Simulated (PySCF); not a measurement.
**GeSe (Germanium monoselenide): levels of theory compared**

Aim: a comparison of 6 runs (PBE/STO-6G, r2SCAN/STO-6G, wB97X-V/STO-6G, BCCD(T)/STO-6G, CCSDT(Q)/STO-6G, FCI/STO-6G) of GeSe (Germanium monoselenide). Input form: a Python script.

The results are computed with PySCF 2.14.0.

2 further runs of the same task are left out: 2 set aside as unsound or not needed.

## 1. The molecule

The species is GeSe (2 atoms), meant as a singlet with charge 0. As SMILES, `[Ge-]#[Se+]`. Geometry: the measured bond length.

Bond lengths: Ge1–Se2 2.135 Å.

## 2. The energy at PBE/STO-6G (run 1)

File mol.xyz:

```xyz
2
GeSe
Ge     0.000000     0.000000     0.000000
Se     0.000000     0.000000     2.134629
```

File calc.py:

```python
# Germanium monoselenide
from pyscf import gto, dft

mol = gto.M(
    atom='mol.xyz',
    max_memory=1860,
    basis='sto-6g',
    verbose=3,
    spin=0,
)

mf = dft.RKS(mol, xc='pbe')
mf.grids.level = 5
mf.conv_tol = 1e-10
mf.kernel()
if not mf.converged:
    mf = mf.newton().run(mf.mo_coeff, mf.mo_occ)

etot = mf.e_tot
print('E = %.10f Eh' % etot)
```

Run with:

```
$ OMP_NUM_THREADS=1 python calc.py
```

Log:

```text
converged SCF energy = -4453.90783540661
E = -4453.9078354066 Eh
```

Run time: 5.4 s. Hardware: 1 thread of Arm Neoverse V1, shared host; peak memory 0.24 GiB.

## 3. A single-point energy at r2SCAN/STO-6G (run 2)

File calc.py:

```python
from pyscf import gto, dft

molecule = gto.M(
    atom='''
Ge   0.000000   0.000000   0.000000
Se   0.000000   0.000000   2.134629
''',
    max_memory=1860,
    spin=0,
    verbose=3,
    basis='sto-6g',
)

calc0 = dft.RKS(molecule, xc='r2scan')
calc0.grids.level = 5
calc0.conv_tol = 1e-10
calc0.kernel()
if not calc0.converged:
    calc0 = calc0.newton().run(calc0.mo_coeff, calc0.mo_occ)

e_final = calc0.e_tot
print('E(%s) = %.9f' % ('R2SCAN', e_final))
```

Run with:

```
$ OMP_NUM_THREADS=1 python calc.py
```

Log:

```text
converged SCF energy = -4454.87357430011
E(R2SCAN) = -4454.873574300
```

Run time: 6.6 s. Hardware: 1 thread of Arm Neoverse V1, shared host; peak memory 0.24 GiB.

Runs 3 to 4 aren't shown in full; the table further down has their settings and results.

## 4. The energy at CCSDT(Q)/STO-6G (run 5)

File start.xyz:

```xyz
2
GeSe
Ge     0.000000     0.000000     0.000000
Se     0.000000     0.000000     2.134629
```

File run.py:

```python
from pyscf import gto, cc

mol = gto.M(
    atom='start.xyz',
    spin=0,
    max_memory=1860,
    verbose=3,
    basis='sto-6g',
)

mf = mol.RHF()
mf.conv_tol = 1e-10
mf.kernel()
if not mf.converged:
    mf = mf.newton().run(mf.mo_coeff, mf.mo_occ)

mycc = cc.CCSDT(mf, frozen=18)
mycc.kernel()
e_bracket, e_q = mycc.ccsdt_q()
energy = mycc.e_tot + e_q
print(f'total energy: {energy:.8f} hartree')
```

Run with:

```
$ OMP_NUM_THREADS=1 python run.py
```

Log:

```text
converged SCF energy = -4451.96404827058
_make_eris_incore_RCCSDT
RCCSDT converged
E(RCCSDT) = -4452.053405291737   E_corr = -0.0893570211528929
E_corr(same-spin) = -0.0172755289055369
E_corr(oppo-spin) = -0.072081492247356
_make_eris_incore_RCCSDT
total energy: -4452.05290820 hartree
```

Wall time 14 s (1 thread of Arm Neoverse V1, shared host); peak memory 0.12 GiB.

## 5. A single-point energy at FCI/STO-6G (run 6)

File run.py:

```python
from pyscf import gto, scf, mcscf
from pyscf import fci

system = gto.M(
    atom='''
Ge     0.000000     0.000000     0.000000
Se     0.000000     0.000000     4.033864
''',
    unit='bohr',
    basis='sto-6g',
    max_memory=1860,
    verbose=3,
)

calc0 = scf.RHF(system)
calc0.conv_tol = 1e-10
calc0.kernel()
if not calc0.converged:
    calc0 = calc0.newton().run(calc0.mo_coeff, calc0.mo_occ)

cas = mcscf.CASCI(calc0, calc0.mo_coeff.shape[-1] - 18, (system.nelec[0] - 18, system.nelec[1] - 18))  # full CI above the frozen core
cas.fcisolver = fci.direct_spin0.FCI(system)  # even spin states alone
cas.kernel()
print('<S^2> = %.4f' % cas.fcisolver.spin_square(cas.ci, cas.ncas, cas.nelecas)[0])
e_final = cas.e_tot
print('E = %.10f Eh' % e_final)
```

Run with:

```
$ OMP_NUM_THREADS=1 python run.py
```

Log:

```text
converged SCF energy = -4451.96404828366
CASCI E = -4452.05287844426  E(CI) = -275.316644697526  S^2 = 0.0000000
<S^2> = 0.0000
E = -4452.0528784443 Eh
```

Run time: 38 s. Hardware: 1 thread of Arm Neoverse V1, shared host; peak memory 0.26 GiB.

## 6. Overview of the runs

| run | level | nlc grid | integration grid | energy (Eh) | dipole moment (D) of the reference | HOMO energy (eV) | LUMO energy (eV) | wall time |
| --- | --- | --- | --- | --- | --- | --- | --- | --- |
| 1 | PBE/STO-6G | – | 5 | -4453.907835 | 1.04 | -1.12 | -0.08 | 5.4 s |
| 2 | r2SCAN/STO-6G | – | 5 | -4454.873574 | 1.30 | -1.83 | -0.01 | 6.6 s |
| 3 | wB97X-V/STO-6G | 1 | 5 | -4454.358849 | 1.87 | -6.54 | 2.98 | 32 s |
| 4 | BCCD(T)/STO-6G | – | – | -4452.052054 | – | – | – | 2.8 s |
| 5 | CCSDT(Q)/STO-6G | – | – | -4452.052908 | 2.73 | -6.77 | 4.44 | 14 s |
| 6 | FCI/STO-6G | – | – | -4452.052878 | 2.73 | -6.77 | 4.44 | 38 s |

## 7. What came out

| quantity | value |
| --- | --- |
| run 6: total energy | -4452.05288 Eh |
| run 6: dipole moment (Hartree–Fock density) | 2.73 D |
| run 6: HOMO energy (Hartree–Fock orbitals) | -6.77 eV |
| run 6: LUMO energy (Hartree–Fock orbitals) | 4.44 eV |
| run 6: HOMO–LUMO gap (Hartree–Fock orbitals) | 11.21 eV |
| run 6: correlation energy (18 core orbitals frozen) | -88.8 mEh |

What this shows: Against full CI in this basis: BCCD(T) +0.8 mEh; CCSDT(Q) -0.0 mEh. Over runs 1, 2, 3 the dipole moment (its size) runs from 1.04 D (PBE/STO-6G) to 1.87 D (wB97X-V/STO-6G). Over runs 1, 2, 3 the HOMO–LUMO gap runs from 1.04 eV (PBE/STO-6G) to 9.52 eV (wB97X-V/STO-6G). Totals of different functionals can't be ranked against each other. In runs 1, 2, 3, 4, 5, 6 the basis is minimal, so the values are rough. All runs together took 99 s, the longest 38 s.
